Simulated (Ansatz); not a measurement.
# SbSe2: from a guess to a relaxed structure

Aim: relax a trial structure of SbSe2 and see where it ends.

Computed with Ansatz 0.2.0 (DFT PBE, scalar-relativistic, plane waves, PAW, unless a step's input says otherwise).

## Step 1: Starting point

The structure is cubic, space group Fd-3m (No. 227). The conventional cell has a = 8.279 Å, b = 8.279 Å, c = 8.279 Å, α = 90.00°, β = 90.00°, γ = 90.00°. Sb (site symmetry -43m) has 12 Se at 3.43 Å and 4 Sb at 3.58 Å as nearest neighbours. Se (site symmetry -3m) is surrounded by 6 Se at 2.93 Å and 6 Sb at 3.43 Å.

Structure file:

```
Sb Se
1.0
     0.00000    4.13945    4.13945
     4.13945    0.00000    4.13945
     4.13945    4.13945    0.00000
Sb Se
2 4
Direct
  0.50000 0.50000 0.50000
  0.75000 0.75000 0.75000
  0.12500 0.12500 0.12500
  0.62500 0.12500 0.12500
  0.12500 0.12500 0.62500
  0.12500 0.62500 0.12500
```

The cell is invented: species swapped into a database cell of GdS2 (Fd-3m, No. 227), with Sb on the Gd sites and Se on the S sites. The dimensions are guesses.

## Step 2: Probe: one point on a coarse mesh

The input, input.yaml:

```yaml
crystal:
  lattice:
    - [0.0, 4.13945419, 4.13945419]
    - [4.13945419, 0.0, 4.13945419]
    - [4.13945419, 4.13945419, 0.0]
  atoms:
    - { symbol: Sb, position: [0.5, 0.5, 0.5] }
    - { symbol: Sb, position: [0.75, 0.75, 0.75] }
    - { symbol: Se, position: [0.125, 0.125, 0.125] }
    - { symbol: Se, position: [0.625, 0.125, 0.125] }
    - { symbol: Se, position: [0.125, 0.125, 0.625] }
    - { symbol: Se, position: [0.125, 0.625, 0.125] }
basis:
  ecutwfc: 420
kpoints:
  mp_grid: { grid: [4, 4, 4] }
hamiltonian:
  xc: pbe
scf:
  occupations: { method: gaussian, width: 0.1 }
  lower_state_search: "off"
output:
  forces: true
  stress: true
  eigenvalues: true
```

The run is started by

```bash
> ansatz run input.yaml --threads 1 --pin off --max-ram 2560MiB --backend cpu --events-out ev --progress --plain --runs-dir out
```

Output (excerpt; [...] marks lines left out):

```text
[...]
SCF converged after 7 iterations
Free energy (F): -34841.312742 eV
[...]
E sigma→0 (E₀):  -34841.302942 eV
Entropy (-TS):   -0.019600 eV (-3.267 meV/atom)
Fermi energy:    10.667118 eV
[...]
--- Forces (eV/Å), atoms counted from 1 ---
  atom   1  Sb     0.00000000    -0.00000000    -0.00000000
  atom   2  Sb    -0.00000000    -0.00000000     0.00000000
  atom   3  Se    -0.00000000     0.00000000     0.00000000
  atom   4  Se     0.00000000    -0.00000000     0.00000000
  atom   5  Se    -0.00000000     0.00000000    -0.00000000
  atom   6  Se     0.00000000    -0.00000000     0.00000000
[...]
--- Stress (GPa, compression-positive) ---
        0.146205      -0.000000      -0.000000
        0.000000       0.146205       0.000000
        0.000000      -0.000000       0.146205
  P = ⅓ Tr σ = 0.1462 GPa (1.462 kbar)
--- Band table (eV; the first three rows and the last of 8) ---
[...]
```

Wall time 3.9 s (1 thread of Arm Neoverse V1, shared host); peak memory 0.4 GiB.

Read-out: pressure 0.1 GPa, largest force 0.00 eV/Å, gap on this mesh none (metal). The coarse relaxation is skipped.

## Step 3: Full relaxation

Edit input.yaml of step 2 so:

```diff
@@ -15,3 +15,3 @@
 kpoints:
-  mp_grid: { grid: [4, 4, 4] }
+  mp_grid: { grid: [8, 8, 8] }
 hamiltonian:
@@ -20,3 +20,2 @@
   occupations: { method: gaussian, width: 0.1 }
-  lower_state_search: "off"
 output:
@@ -25 +24,6 @@
   eigenvalues: true
+relax:
+  adjacent_minimum: "off"
+  f_tol: 0.01
+  max_steps: 80
+  cell: { stress_tol: 0.05 }
```

The run is started by

```bash
> ansatz run input.yaml --threads 1 --pin off --max-ram 2560MiB --backend cpu --events-out ev --progress --plain --runs-dir out
```

Output:

```text
Warning: RAYON_NUM_THREADS=1 ignored (pool sized by the plan → 1); use --threads N
Engine: ansatz 0.2.0, aarch64-unknown-linux-gnu
Pseudopotentials: kind: paw
Pseudopotential: Sb, paw, valence charge 15, recommended cutoff 420 eV (normal), Sb.paw.azcp
Pseudopotential: Se, paw, valence charge 16, recommended cutoff 420 eV (normal), Se.paw.azcp
Functional definition: PBE
  parameter kappa = 0.804
  parameter beta = 0.06672455060314922
  exchange = pbe_x(kappa = kappa, mu = beta*pi^2/3)
  correlation = pbe_c(beta = beta)
Crystal: 6 atoms, lattice volume = 141.860 Å³
Basis set: ecut = 420 eV, 2733 PW (Γ), exchange–correlation on 80×80×80 points (8 copies of the dense FFT grid, shifted against one another)
Bands: 57, of which v1, the nominal top of the filled ones, is band 47 counted from 1 (46 counted from 0)
Symmetry: 48 space group operations
Space group: Fd-3m (ITA 227), of the structure as read, at distance tolerance 5.2e-5 Å
k-points: 29 of 512
Non-local potential: Sb, projectors of the file, l = 0: 2, l = 1: 2, l = 2: 2, l = 3: 2
Non-local potential: Se, projectors of the file, l = 0: 2, l = 1: 2, l = 2: 3, l = 3: 1
PAW form: soft (Blöchl's): semilocal exchange-correlation on the pseudo side does not see the compensation charge
PAW one-centre angular grid: Sb, 590 points (default); XC on 64 Gauss nodes
PAW one-centre angular grid: Se, 590 points (default); XC on 64 Gauss nodes
Initial density: superposition of atomic densities (neutral atoms: chi_scale 0, normalization atom), corrected by the library's trained network
Initial wavefunctions: pseudopotential atomic-orbital guess
Functional: x = pbe(κ = 0.804, μ = 0.2195149727645171), c = pbe(β = 0.06672455060314922)
SCF iter   1: F=—  HF=-34841.681028 eV  |F-HF|=—  |Δ(HF+E_count)|=         —  Δρ=4.89e-3  dr2=1.45e-1  ethr=1.77e-3  ⟨swp⟩=10.2  Hψ=6612  notcnv=0  defer=1
preconditioner: auto → Kerker (q_TF=auto, 2.547 Å⁻¹)  [metal: Δε(μ)=0.030 eV  Ē_g=9.098 eV  σ=0.100 eV  W_gap=0.17  n_scr=50 (ndim 8)  ℏωp=18.2 eV  f_vac=0.000  D(μ)=3.21/eV (n_scr^D=14)]
SCF iter   2: F=—  HF=-34841.660812 eV  |F-HF|=—  |Δ(HF+E_count)|=   2.02e-2  Δρ=2.50e-3  dr2=4.09e-2  ethr=1.54e-4  ⟨swp⟩=1.0  Hψ=1914  notcnv=0  defer=2
SCF iter   3: F=—  HF=-34841.653597 eV  |F-HF|=—  |Δ(HF+E_count)|=   7.21e-3  Δρ=7.41e-4  dr2=1.32e-3  ethr=4.36e-5  ⟨swp⟩=2.8  Hψ=2745  notcnv=0  defer=2
SCF iter   4: F=—  HF=-34841.653219 eV  |F-HF|=—  |Δ(HF+E_count)|=   3.78e-4  Δρ=4.59e-4  dr2=2.76e-4  ethr=1.41e-6  ⟨swp⟩=2.0  Hψ=2912  notcnv=0  defer=2
SCF iter   5: F=—  HF=-34841.653213 eV  |F-HF|=—  |Δ(HF+E_count)|=   6.34e-6  Δρ=9.98e-5  dr2=2.73e-5  ethr=2.93e-7  ⟨swp⟩=2.0  Hψ=2028  notcnv=0  defer=2
SCF iter   6: F=—  HF=-34841.653195 eV  |F-HF|=—  |Δ(HF+E_count)|=   1.82e-5  Δρ=2.55e-5  dr2=2.54e-6  ethr=2.91e-8  ⟨swp⟩=2.0  Hψ=2055  notcnv=0  defer=2
SCF iter   7: F=-34841.653194 eV  HF=-34841.653194 eV  |F-HF|=2.49e-8  |Δ(HF+E_count)|=   3.82e-7  Δρ=6.19e-6  dr2=4.95e-8  ethr=1.06e-10  ⟨swp⟩=9.1  Hψ=8089  notcnv=0
SCF 1 converged in 7 iterations: F = -34841.653194 eV  dr2 = 4.95e-8
relax step   1: F+E_penalty+E_count = -34841.65319415 eV  Δ(F+E_penalty+E_count) = +0.000e0 eV  max|allowed force component| = 6.168e-18 eV/Å  Δτ_max = 0.0000 Å  P = -1.077 GPa  Ω = 141.860 Å³  (7 SCF iters, dr2 threshold 1.00e-7 eV, accepted)
Crystal: 6 atoms, lattice volume = 138.381 Å³
Initial density: handed on by an earlier stage of this run
Initial wavefunctions: those handed on with the density
iter 1 solved again at ethr=7.57e-6 eV; its pass at ethr=3.10e-3 eV (dr2=7.11e-3 eV) is discarded
SCF iter   1: F=—  HF=-34841.662402 eV  |F-HF|=—  |Δ(HF+E_count)|=         —  Δρ=1.05e-3  dr2=6.73e-3  ethr=7.57e-6  ⟨swp⟩=2.0  Hψ=7268  notcnv=0
preconditioner: auto → Kerker (q_TF=auto, 2.558 Å⁻¹)  [metal: Δε(μ)=0.024 eV  Ē_g=9.175 eV  σ=0.100 eV  W_gap=0.13  n_scr=50 (ndim 8)  ℏωp=18.4 eV  f_vac=0.000  D(μ)=4.23/eV (n_scr^D=26)]
SCF iter   2: F=—  HF=-34841.661414 eV  |F-HF|=—  |Δ(HF+E_count)|=   9.88e-4  Δρ=4.75e-4  dr2=1.48e-3  ethr=7.15e-6  ⟨swp⟩=1.0  Hψ=1653  notcnv=0
SCF iter   3: F=—  HF=-34841.661119 eV  |F-HF|=—  |Δ(HF+E_count)|=   2.95e-4  Δρ=1.49e-4  dr2=5.44e-5  ethr=1.58e-6  ⟨swp⟩=2.0  Hψ=1745  notcnv=0
SCF iter   4: F=—  HF=-34841.661103 eV  |F-HF|=—  |Δ(HF+E_count)|=   1.61e-5  Δρ=7.24e-5  dr2=6.93e-6  ethr=5.79e-8  ⟨swp⟩=2.0  Hψ=3003  notcnv=0
SCF iter   5: F=-34841.661101 eV  HF=-34841.661101 eV  |F-HF|=9.51e-8  |Δ(HF+E_count)|=   1.32e-6  Δρ=1.89e-5  dr2=5.44e-7  ethr=6.38e-10  ⟨swp⟩=4.2  Hψ=7516  notcnv=0
SCF 2 converged in 5 iterations: F = -34841.661101 eV  dr2 = 5.44e-7
relax step   2: F+E_penalty+E_count = -34841.66110136 eV  Δ(F+E_penalty+E_count) = -7.907e-3 eV  max|allowed force component| = 4.857e-17 eV/Å  Δτ_max = 0.0000 Å  P = +0.424 GPa  Ω = 138.381 Å³  energy of the carried Pulay correction = +4.445e-4 eV  (5 SCF iters, dr2 threshold 6.00e-7 eV, accepted)
Crystal: 6 atoms, lattice volume = 139.346 Å³
iter 1 solved again at ethr=6.99e-7 eV; its pass at ethr=3.10e-3 eV (dr2=6.57e-4 eV) is discarded
SCF iter   1: F=—  HF=-34841.662311 eV  |F-HF|=—  |Δ(HF+E_count)|=         —  Δρ=2.94e-4  dr2=5.21e-4  ethr=6.99e-7  ⟨swp⟩=2.0  Hψ=7136  notcnv=0
preconditioner: auto → Kerker (q_TF=auto, 2.555 Å⁻¹)  [metal: Δε(μ)=0.026 eV  Ē_g=9.149 eV  σ=0.100 eV  W_gap=0.15  n_scr=50 (ndim 8)  ℏωp=18.3 eV  f_vac=0.000  D(μ)=3.99/eV (n_scr^D=26)]
SCF iter   2: F=—  HF=-34841.662235 eV  |F-HF|=—  |Δ(HF+E_count)|=   7.67e-5  Δρ=1.34e-4  dr2=1.19e-4  ethr=5.55e-7  ⟨swp⟩=1.0  Hψ=1653  notcnv=0
SCF iter   3: F=—  HF=-34841.662205 eV  |F-HF|=—  |Δ(HF+E_count)|=   2.98e-5  Δρ=3.91e-5  dr2=2.88e-6  ethr=1.26e-7  ⟨swp⟩=2.0  Hψ=1789  notcnv=0
SCF iter   4: F=-34841.662204 eV  HF=-34841.662205 eV  |F-HF|=1.67e-7  |Δ(HF+E_count)|=   2.10e-7  Δρ=1.69e-5  dr2=3.76e-7  ethr=4.77e-10  ⟨swp⟩=7.2  Hψ=7303  notcnv=0
SCF 3 converged in 4 iterations: F = -34841.662204 eV  dr2 = 3.76e-7
relax step   3: F+E_penalty+E_count = -34841.66220444 eV  Δ(F+E_penalty+E_count) = -1.103e-3 eV  max|allowed force component| = 1.149e-16 eV/Å  Δτ_max = 0.0000 Å  P = -0.013 GPa  Ω = 139.346 Å³  energy of the carried Pulay correction = +3.201e-4 eV  (4 SCF iters, dr2 threshold 4.49e-7 eV, accepted)
Initial wavefunctions: pseudopotential atomic-orbital guess (no wavefunctions were taken with the density)
iter 1 solved again at ethr=1.71e-7 eV; its pass at ethr=3.10e-3 eV (dr2=1.61e-4 eV) is discarded
SCF iter   1: F=—  HF=-34841.661865 eV  |F-HF|=—  |Δ(HF+E_count)|=         —  Δρ=2.10e-5  dr2=4.18e-7  ethr=1.71e-7  ⟨swp⟩=3.0  Hψ=10570  notcnv=0
preconditioner: auto → Kerker (q_TF=auto, 2.555 Å⁻¹)  [metal: Δε(μ)=0.024 eV  Ē_g=9.147 eV  σ=0.100 eV  W_gap=0.13  n_scr=50 (ndim 8)  ℏωp=18.3 eV  f_vac=0.000  D(μ)=4.06/eV (n_scr^D=26)]
SCF iter   2: F=—  HF=-34841.661857 eV  |F-HF|=—  |Δ(HF+E_count)|=   7.66e-6  Δρ=1.22e-5  dr2=1.69e-7  ethr=4.44e-10  ⟨swp⟩=2.3  Hψ=2579  notcnv=0
SCF iter   3: F=—  HF=-34841.661857 eV  |F-HF|=—  |Δ(HF+E_count)|=   1.04e-8  Δρ=2.46e-6  dr2=1.21e-8  ethr=1.80e-10  ⟨swp⟩=2.0  Hψ=2137  notcnv=0
SCF iter   4: F=—  HF=-34841.661857 eV  |F-HF|=—  |Δ(HF+E_count)|=   1.19e-9  Δρ=5.36e-7  dr2=8.42e-10  ethr=1.29e-11  ⟨swp⟩=2.4  Hψ=3011  notcnv=0
SCF iter   5: F=—  HF=-34841.661857 eV  |F-HF|=—  |Δ(HF+E_count)|=  3.06e-10  Δρ=2.39e-7  dr2=7.37e-11  ethr=1.00e-12  ⟨swp⟩=2.0  Hψ=3006  notcnv=0
SCF iter   6: F=-34841.661857 eV  HF=-34841.661857 eV  |F-HF|=0.00e0  |Δ(HF+E_count)|=  1.46e-11  Δρ=6.11e-8  dr2=5.65e-12  ethr=1.00e-12  ⟨swp⟩=4.9  Hψ=6231  notcnv=0
SCF 4 converged in 6 iterations: F = -34841.661857 eV  dr2 = 5.65e-12
relax step   4: F+E_penalty+E_count = -34841.66185704 eV  Δ(F+E_penalty+E_count) = +3.474e-4 eV  max|allowed force component| = 1.249e-16 eV/Å  Δτ_max = 0.0000 Å  P = -0.012 GPa  Ω = 139.346 Å³  stress off target by 1.19e-2 GPa  SCF on the basis re-selected at this cell (its energy is not comparable with the rows above)  (6 SCF iters)
basis re-selected at this cell: Δ(F+E_penalty+E_count) = +3.474e-4 eV, ΔP = +0.001 GPa vs the last step (what re-selecting the basis moved, of the pressure what is left beyond the Pulay correction that the steps carried, after the strain that the cell walked since its last selection, with what the two solves' SCF thresholds leave and, on support functions, any second-order correction that the steps lacked; it is no measure of the basis error at this ecutwfc). This SCF's stress stands 1.19e-2 GPa from its target on what of the cell is left free (relax.cell.stress_tol is 5.00e-2 GPa) and its largest allowed force component is 1.25e-16 eV/Å (relax.f_tol is 1.00e-2 eV/Å): within both
SCF converged after 6 iterations
Free energy (F): -34841.661857 eV
Harris-Foulkes:  -34841.661857 eV  (|F-HF|=0.00e0)
Internal energy: -34841.641583 eV  (E = F + TS)
E sigma→0 (E₀):  -34841.651720 eV
Entropy (-TS):   -0.020274 eV (-3.379 meV/atom)
Fermi energy:    11.023121 eV
--- Per-component energies (eV) ---
  E_band       = -1700.783574
  E_kinetic    = 878.474441
  E_local      = -11738.304861  (includes V_loc(G=0)·N_el)
  E_nonlocal   = -1655.213058
  E_hartree    = 5754.770743
  E_xc         = -690.540204
  E_vxc        = -580.958556  (∫ρ·V_xc dr)
  E_paw        = -16795.850918  (= ΣΔE_a)
  E_vpaw       = -114.320390  (= ΣTr[D̂ρ^β])
  E_aug_tail   = -0.002460  (compensation charges beyond the density's cutoff)
  E_ewald      = -10594.975267
  E_smearing   = -0.020274  (= −TS)
  E_closure    = -0.000000  (closes the sum)
  Σ components = -34841.661857   (vs F -34841.661857, Δ=0.00e0)
--- Forces (eV/Å), atoms counted from 1 ---
  atom   1  Sb    -0.00000000     0.00000000     0.00000000
  atom   2  Sb     0.00000000    -0.00000000    -0.00000000
  atom   3  Se    -0.00000000     0.00000000    -0.00000000
  atom   4  Se    -0.00000000    -0.00000000    -0.00000000
  atom   5  Se    -0.00000000     0.00000000    -0.00000000
  atom   6  Se    -0.00000000     0.00000000     0.00000000
  max |Σ_I F_I| component: 4.16e-17 eV/Å
--- Stress (GPa, compression-positive) ---
       -0.011901       0.000000       0.000000
        0.000000      -0.011901       0.000000
        0.000000       0.000000      -0.011901
  P = ⅓ Tr σ = -0.0119 GPa (-0.119 kbar)
--- Band table (eV; the first three rows and the last of 29) ---
  k-point 0: bands = ["-37.4496", "-37.4363", "-37.4363", "-37.4363", "-37.4215", "-37.4215", "-37.4178", "-37.4178", "-37.4178", "-37.4045", "-37.4045", "-37.4045", "-37.3484", "-37.3484", "-37.3484", "-37.3469", "-37.3469", "-37.3437", "-37.3437", "-37.3437", "-18.5920", "-18.5920", "-18.5920", "-18.5879", "-18.5879", "-18.5747", "-18.5747", "-18.5713", "-18.5713", "-18.5713", "-4.7125", "-1.1795", "-1.1795", "-1.1795", "1.5628", "2.8637", "4.1013", "5.3508", "5.3508", "5.3508", "7.1388", "7.1388", "8.6190", "8.6190", "8.6190", "12.0271", "12.0271", "12.0271", "12.2379", "12.2379", "12.2379", "14.9635", "14.9635", "14.9635", "17.4817", "17.8569", "17.8569"]
  k-point 1: bands = ["-37.4491", "-37.4365", "-37.4362", "-37.4362", "-37.4212", "-37.4212", "-37.4180", "-37.4176", "-37.4176", "-37.4051", "-37.4051", "-37.4045", "-37.3484", "-37.3483", "-37.3483", "-37.3469", "-37.3469", "-37.3439", "-37.3439", "-37.3437", "-18.5924", "-18.5924", "-18.5917", "-18.5873", "-18.5873", "-18.5752", "-18.5752", "-18.5716", "-18.5708", "-18.5708", "-4.6409", "-1.3885", "-1.1910", "-1.1910", "1.4961", "2.9143", "4.1439", "5.4346", "5.4346", "5.6238", "6.9406", "6.9406", "9.0308", "9.0433", "9.0433", "11.5969", "11.5969", "11.6520", "12.0375", "12.2539", "12.2539", "14.3531", "14.8254", "14.8254", "17.7218", "18.1817", "18.1817"]
  k-point 2: bands = ["-37.4480", "-37.4370", "-37.4358", "-37.4358", "-37.4206", "-37.4206", "-37.4187", "-37.4169", "-37.4169", "-37.4066", "-37.4066", "-37.4045", "-37.3484", "-37.3480", "-37.3480", "-37.3468", "-37.3468", "-37.3444", "-37.3444", "-37.3437", "-18.5931", "-18.5931", "-18.5909", "-18.5862", "-18.5862", "-18.5763", "-18.5763", "-18.5724", "-18.5700", "-18.5700", "-4.4368", "-1.8854", "-1.2180", "-1.2180", "1.3898", "2.8426", "4.3952", "5.5631", "5.5631", "6.4899", "6.8414", "6.8414", "9.7823", "9.8509", "9.8509", "10.6062", "10.6062", "10.7727", "12.0629", "12.4160", "12.4160", "12.9559", "14.4316", "14.4316", "18.0237", "18.6548", "18.6548"]
  k-point 28: bands = ["-37.4422", "-37.4422", "-37.4346", "-37.4346", "-37.4203", "-37.4203", "-37.4163", "-37.4163", "-37.4120", "-37.4120", "-37.4084", "-37.4084", "-37.3480", "-37.3480", "-37.3468", "-37.3468", "-37.3459", "-37.3459", "-37.3448", "-37.3448", "-18.5953", "-18.5953", "-18.5836", "-18.5836", "-18.5813", "-18.5813", "-18.5792", "-18.5792", "-18.5678", "-18.5678", "-3.2907", "-3.2907", "-1.4731", "-1.4731", "1.6894", "1.6894", "5.7529", "5.7529", "7.8258", "7.8258", "7.9454", "7.9454", "8.0718", "8.0718", "10.1124", "10.1124", "11.1403", "11.1403", "11.7870", "11.7870", "12.1713", "12.1713", "12.7183", "12.7183", "17.5326", "17.5326", "18.0071"]
--- Relaxed structure (3 steps of the walk, 3 accepted, 1 SCFs on fresh bases) ---
  F+E_penalty+E_count = -34841.66185704 eV   max|allowed force component| = 1.249e-16 eV/Å   (the final SCF, on the basis selected at the relaxed cell)
  cell:  # Å, volume = 139.3464 Å³
    - [5.859677837829928e-34, 4.114862106370006, 4.114862106370006]
    - [4.114862106370006, 5.09537203289559e-34, 4.114862106370006]
    - [4.114862106370006, 4.114862106370006, -1.7833802115134564e-34]
  atoms:
    - { symbol: Sb, position: [0.5, 0.5, 0.5] }
    - { symbol: Sb, position: [0.7499999999999999, 0.7499999999999999, 0.7499999999999999] }
    - { symbol: Se, position: [0.125, 0.125, 0.125] }
    - { symbol: Se, position: [0.625, 0.125, 0.125] }
    - { symbol: Se, position: [0.125, 0.125, 0.625] }
    - { symbol: Se, position: [0.125, 0.625, 0.125] }
```

Run time: 55 s. Hardware: 1 thread of Arm Neoverse V1, shared host; peak memory 0.5 GiB.

Step by step:

| step | E - E(step 1) (eV/cell) | largest force component (eV/Å) | pressure (GPa) | volume (Å³) |
| --- | --- | --- | --- | --- |
| 1 | 0.0000 | 0.0000 | -1.08 | 141.86 |
| 2 | -0.0079 | 0.0000 | 0.42 | 138.38 |
| 3 | -0.0090 | 0.0000 | -0.01 | 139.35 |
| 4 | -0.0087 | 0.0000 | -0.01 | 139.35 |

Step 1 is the start. Step 4 repeats the geometry before it on a plane-wave basis chosen anew for that cell, so its energy need not be comparable with the rows above.

Lengths and angles in the start's conventional setting:

|  | before | after | change |
| --- | --- | --- | --- |
| a (Å) | 8.279 | 8.230 | -0.6 % |
| b (Å) | 8.279 | 8.230 | -0.6 % |
| c (Å) | 8.279 | 8.230 | -0.6 % |
| volume (Å³/atom) | 23.64 | 23.22 | -1.8 % |
| shortest distance (Å) | 2.927 | 2.910 | -0.6 % |
| space group (0.01 Å) | Fd-3m | Fd-3m | same |

The run keeps the 48 symmetry operations of the start, so it could not have lowered the symmetry.

## Step 4: Changed: mp_grid.grid [3, 3, 3], eigensolver.kind davidson

The input, input.yaml:

```yaml
crystal:
  lattice:
    - [0.0, 4.1148621064, 4.1148621064]
    - [4.1148621064, 0.0, 4.1148621064]
    - [4.1148621064, 4.1148621064, 0.0]
  atoms:
    - { symbol: Sb, position: [0.5, 0.5, 0.5] }
    - { symbol: Sb, position: [0.75, 0.75, 0.75] }
    - { symbol: Se, position: [0.125, 0.125, 0.125] }
    - { symbol: Se, position: [0.625, 0.125, 0.125] }
    - { symbol: Se, position: [0.125, 0.125, 0.625] }
    - { symbol: Se, position: [0.125, 0.625, 0.125] }
basis:
  ecutwfc: 420
kpoints:
  mp_grid: { grid: [3, 3, 3] }
hamiltonian:
  xc: pbe
scf:
  occupations: { method: gaussian, width: 0.1 }
  eigensolver: { kind: davidson }
output:
  forces: true
  eigenvalues: true
  stress: true
```

The run is started by

```bash
> ansatz run input.yaml --threads 1 --pin off --max-ram 2560MiB --backend cpu --events-out ev --progress --plain --runs-dir out
```

Output (excerpt; [...] marks lines left out):

```text
Warning: RAYON_NUM_THREADS=1 ignored (pool sized by the plan → 1); use --threads N
[...]
Pseudopotentials: kind: paw
Pseudopotential: Sb, paw, valence charge 15, recommended cutoff 420 eV (normal), Sb.paw.azcp
Pseudopotential: Se, paw, valence charge 16, recommended cutoff 420 eV (normal), Se.paw.azcp
Functional definition: PBE
[...]
Crystal: 6 atoms, lattice volume = 139.346 Å³
Basis set: ecut = 420 eV, 2733 PW (Γ), exchange–correlation on 80×80×80 points (8 copies of the dense FFT grid, shifted against one another)
Bands: 57, of which v1, the nominal top of the filled ones, is band 47 counted from 1 (46 counted from 0)
Symmetry: 48 space group operations
Space group: Fd-3m (ITA 227), of the structure as read, at distance tolerance 5.2e-5 Å
k-points: 4 of 27
[...]
SCF iter   1: F=—  HF=-34841.983080 eV  |F-HF|=—  |Δ(HF+E_count)|=         —  Δρ=6.27e-3  dr2=1.80e-1  ethr=1.77e-3  ⟨swp⟩=8.2  Hψ=861  notcnv=0
[...]
SCF iter   7: F=-34841.944638 eV  HF=-34841.944638 eV  |F-HF|=3.11e-9  |Δ(HF+E_count)|=   3.53e-7  Δρ=5.18e-6  dr2=4.32e-8  ethr=8.20e-10  ⟨swp⟩=3.0  Hψ=586  notcnv=0
[...]
SCF converged after 7 iterations
Free energy (F): -34841.944638 eV
[...]
E sigma→0 (E₀):  -34841.931112 eV
Entropy (-TS):   -0.027052 eV (-4.509 meV/atom)
Fermi energy:    10.658087 eV
[...]
--- Forces (eV/Å), atoms counted from 1 ---
  atom   1  Sb     0.00000000     0.00000000     0.00000000
  atom   2  Sb    -0.00000000    -0.00000000    -0.00000000
  atom   3  Se    -0.00000000     0.00000000     0.00000000
  atom   4  Se     0.00000000     0.00000000    -0.00000000
  atom   5  Se    -0.00000000    -0.00000000    -0.00000000
  atom   6  Se    -0.00000000    -0.00000000     0.00000000
[...]
--- Stress (GPa, compression-positive) ---
       -1.523636       0.000000       0.000000
        0.000000      -1.523636       0.000000
        0.000000       0.000000      -1.523636
  P = ⅓ Tr σ = -1.5236 GPa (-15.236 kbar)
--- Band table (eV) ---
[...]
```

Wall time 3.3 s (1 thread of Arm Neoverse V1, shared host); peak memory 0.38 GiB.

| run | ending | energy change | pressure (GPa) | gap (eV) | force (eV/Å) | cycles | time |
| --- | --- | --- | --- | --- | --- | --- | --- |
| step 3 | converged | 0 | 0.0 | 0.00 | 0.00 | - | 55 s |
| variant | converged | -47.1 meV/atom | -1.5 | 0.00 | 0.00 | 7 | 3.3 s |

Changing the k-point mesh and solver moves the energy by -47.1 meV/atom, and the pressure goes from 0.0 to -1.5 GPa. The energy is not variational in the mesh, so the sign tells nothing. Of the settings changed, the mesh is the one that moves energies this far. These settings are too coarse to quote as the system's properties.

## Step 5: Summary of results

```
                              quantity                                                                      value
symmetry at the end (tolerance 0.05 Å)                                                space group Fd-3m (No. 227)
                     conventional cell  a = 8.230 Å, b = 8.230 Å, c = 8.230 Å, α = 90.00°, β = 90.00°, γ = 90.00°
                                volume                                                              23.22 Å³/atom
              energy over the elements                                                              +0.61 eV/atom
                       gap on the mesh                                                               none (metal)
```

What this shows: The space group Fd-3m (No. 227) is kept, and the volume per atom shrinks by 1.8 % from the first guess. The formation energy is positive, so the separate elements lie lower. No finished test with a distortion of lower symmetry is shown, so the end may be a saddle point. The runs treat Sb without spin-orbit coupling.
